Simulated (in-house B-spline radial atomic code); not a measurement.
# Ti⁶⁺: binding energies from hole states

Wanted: ΔSCF binding energies of Ti⁶⁺.

The numbers are computed with in-house B-spline radial atomic code version 1 (Dirac-Hartree-Fock, average of configuration, Fermi nucleus, basis-set limit), except any that are marked as measured or tabulated.

**1. The atom as given**

```
element       : titanium (Z = 22)
charge        : +6
electrons     : 16
configuration : [Ne] 3s2 3p4
Hamiltonian   : Dirac-Coulomb
nucleus       : Fermi, rms radius 3.592 fm
```

The outer shells:

[Ne] 3s2 3p4
```
[Ne] core
3s [↑↓]
3p [↑↓][↑ ][↑ ]
```

The boxes draw the filling by Hund's rule, which heavy ions in jj coupling don't follow; these runs average over all states of the configuration.

Settings, as recorded:

```ini
Z = 22
electrons = 16.0
configuration = [Ne] 3s2 3p4
hamiltonian = dirac
method = hf
spin_polarised = False
nucleus = fermi
rms_radius = 3.5921
mass_number = 48
atomic_mass = 47.947940677
speed_of_light = 137.035999084
```

From the earlier run of the reference: total energy -841.639354 hartree. Levels, eight at most:

| orbital | occupation | energy (eV) | <r> (bohr) |
| --- | --- | --- | --- |
| 1s1/2 | 2 | -5131.20 | 0.06952 |
| 2s1/2 | 2 | -698.70 | 0.3213 |
| 2p1/2 | 2 | -598.26 | 0.2863 |
| 2p3/2 | 4 | -592.33 | 0.2889 |
| 3s1/2 | 2 | -171.31 | 0.9371 |
| 3p1/2 | 1.33333 | -143.33 | 0.9673 |
| 3p3/2 | 2.66667 | -142.48 | 0.9725 |

**2. The 1s hole**

Settings, as recorded:

```ini
Z = 22
electrons = 15.0
configuration = 1s1 2s2 2p6 3s2 3p4
hamiltonian = dirac
method = hf
spin_polarised = False
nucleus = fermi
rms_radius = 3.5921
mass_number = 48
atomic_mass = 47.947940677
speed_of_light = 137.035999084
```

**3. The 2s hole**

The settings differ from step 2 so:

```diff
@@ -2,3 +2,3 @@
 electrons = 15.0
-configuration = 1s1 2s2 2p6 3s2 3p4
+configuration = 1s2 2s1 2p6 3s2 3p4
 hamiltonian = dirac
```

**4. The 2p1/2 hole**

In configurations, a minus sign after the shell means j = l − 1/2 and a plus sign j = l + 1/2; the count of electrons follows.

The settings differ from step 3 so:

```diff
@@ -2,3 +2,3 @@
 electrons = 15.0
-configuration = 1s2 2s1 2p6 3s2 3p4
+configuration = 1s2 2s2 2p-1 2p+4 3s2 3p4
 hamiltonian = dirac
```

**5. The 2p3/2 hole**

The settings differ from step 4 so:

```diff
@@ -2,3 +2,3 @@
 electrons = 15.0
-configuration = 1s2 2s2 2p-1 2p+4 3s2 3p4
+configuration = 1s2 2s2 2p-2 2p+3 3s2 3p4
 hamiltonian = dirac
```

**6. The 3s hole**

The settings differ from step 5 so:

```diff
@@ -2,3 +2,3 @@
 electrons = 15.0
-configuration = 1s2 2s2 2p-2 2p+3 3s2 3p4
+configuration = 1s2 2s2 2p6 3s1 3p4
 hamiltonian = dirac
```

**7. The 3p hole**

The settings differ from step 6 so:

```diff
@@ -2,3 +2,3 @@
 electrons = 15.0
-configuration = 1s2 2s2 2p6 3s1 3p4
+configuration = 1s2 2s2 2p6 3s2 3p3
 hamiltonian = dirac
```

Before running: What does each hole state cost in eV, and how does that compare with the orbital energies or single holes?

As calculated:

| hole | ΔSCF (eV) | with Breit, QED, recoil (eV) | −ε of the parent (eV) | −ε less ΔSCF (eV) |
| --- | --- | --- | --- | --- |
| 1s | 5103.05 | 5096.45 | 5131.20 | 28.15 |
| 2s | 691.79 | 691.33 | 698.70 | 6.90 |
| 2p1/2 | 590.24 | 589.81 | 598.26 | 8.02 |
| 2p3/2 | 583.88 | 583.61 | 592.33 | 8.45 |
| 3s | 170.55 | 170.48 | 171.31 | 0.77 |
| 3p | 142.02 | 141.98 | - | - |

**Reading.** Koopmans' values overshoot, as they freeze the orbitals; relaxation lowers the cost by 28.2 eV for 1s and 0.77 eV for 3s. The spin-orbit splitting of the 2p hole is 6.20 eV with those corrections. Two partly filled shells share a symmetry and can mix in the average, which may lower the energy, in these hole states: 2p1/2; 2p3/2. A dash stands where an open shell is averaged over j, so that no single parent level belongs to the hole. Values are for the free ion, measured from the vacuum level.
